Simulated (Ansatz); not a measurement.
# CH8GaN: the cost of one run

All numbers are computed with Ansatz 0.2.0 through its Python package. Level of theory: CCSD(T)/def2-SVPD.

### 1 The structure

Bond lengths: C1–Ga2 1.997 Å, Ga2–N3 1.911 Å, C1–H4 1.109 Å, C1–H5 1.109 Å, C1–H6 1.109 Å, Ga2–H7 1.610 Å, Ga2–H8 1.610 Å, N3–H9 1.044 Å, N3–H10 1.044 Å, N3–H11 1.044 Å. Angles (14 of 18 angles, heavy atoms first): C1–Ga2–N3 109.3°, C1–Ga2–H7 109.4°, C1–Ga2–H8 109.5°, N3–Ga2–H7 109.5°, N3–Ga2–H8 109.5°, Ga2–C1–H4 109.5°, Ga2–C1–H5 109.4°, Ga2–C1–H6 109.4°, Ga2–N3–H9 109.8°, Ga2–N3–H10 109.8°, Ga2–N3–H11 109.9°, H7–Ga2–H8 109.7°, H4–C1–H5 109.5°, H4–C1–H6 109.5°.

The script holds or builds the structure itself.

### 2 The script

Input file tae_ch8gan.py:

```python
"""Energy to split CH8GaN into its atoms."""

from collections import Counter

import ansatz


def single_point(molecule, charge=0, unpaired=0):
    calc = (
        molecule.calculation()
        .basis(gaussian="def2-SVPD")
        .correlation("ccsd_t")
    )
    if charge:
        calc = calc.charge(charge)
    if unpaired:
        calc = calc.spin("collinear", total=unpaired)
    report = calc.run(threads=1, backend="cpu").report
    if report["published_state_doubts"]:
        print("  doubts:", report["published_state_doubts"])
    return report["free_energy_ev"]

system = (
    ansatz.Crystal.molecule()
    .atom("C", (1.5474, 0.5629, -0.0205))
    .atom("Ga", (0.055, -0.7641, -0.0583))
    .atom("N", (-1.6136, 0.1571, 0.076))
    .atom("H", (2.5175, 0.0305, -0.0984))
    .atom("H", (1.4392, 1.2634, -0.8739))
    .atom("H", (1.5113, 1.1309, 0.9317))
    .atom("H", (0.2086, -1.7789, 1.182))
    .atom("H", (0.1038, -1.5865, -1.4414))
    .atom("H", (-1.7182, 0.8192, -0.7249))
    .atom("H", (-1.6505, 0.6948, 0.9705))
    .atom("H", (-2.4005, -0.5293, 0.0571))
)

# unpaired electrons of the ground-state atoms
unpaired = {"C": 2, "Ga": 1, "N": 3, "H": 1}
counts = Counter(site.symbol for site in system.cartesian_sites)
atom_energy = {s: single_point(ansatz.Crystal.molecule().atom(s, (0, 0, 0)), 0, unpaired[s]) for s in counts}
whole = single_point(system, 0, 0)
for s, e in atom_energy.items():
    print(f"{s:2s} x{counts[s]}  {e:14.5f} eV")
print(f"CH8GaN: {whole:.5f} eV")
split = sum(counts[s] * e for s, e in atom_energy.items()) - whole
print(f"atomisation energy (no zero-point term): {split:.3f} eV, {split / sum(counts.values()):.3f} eV an atom")
```

### 3 The calls as engine input

The package turns the script's settings into the engine's input (first run):

```yaml
crystal:
  periodic: [false, false, false]
  atoms:
    - { symbol: C, position_ang: [0.0, 0.0, 0.0] }
basis:
  gaussian:
    orbitals: def2-SVPD
magnetization:
  spin_polarized: true
  initial_magnetization: 2.0
correlation:
  method: ccsd_t
```

### 4 Running it

On the command line:

```bash
$ python tae_ch8gan.py
```

Q: Estimate wall time and peak memory on 1 thread of Arm Neoverse V1, shared host.

About 59 s, with a peak of 1.1 GiB.
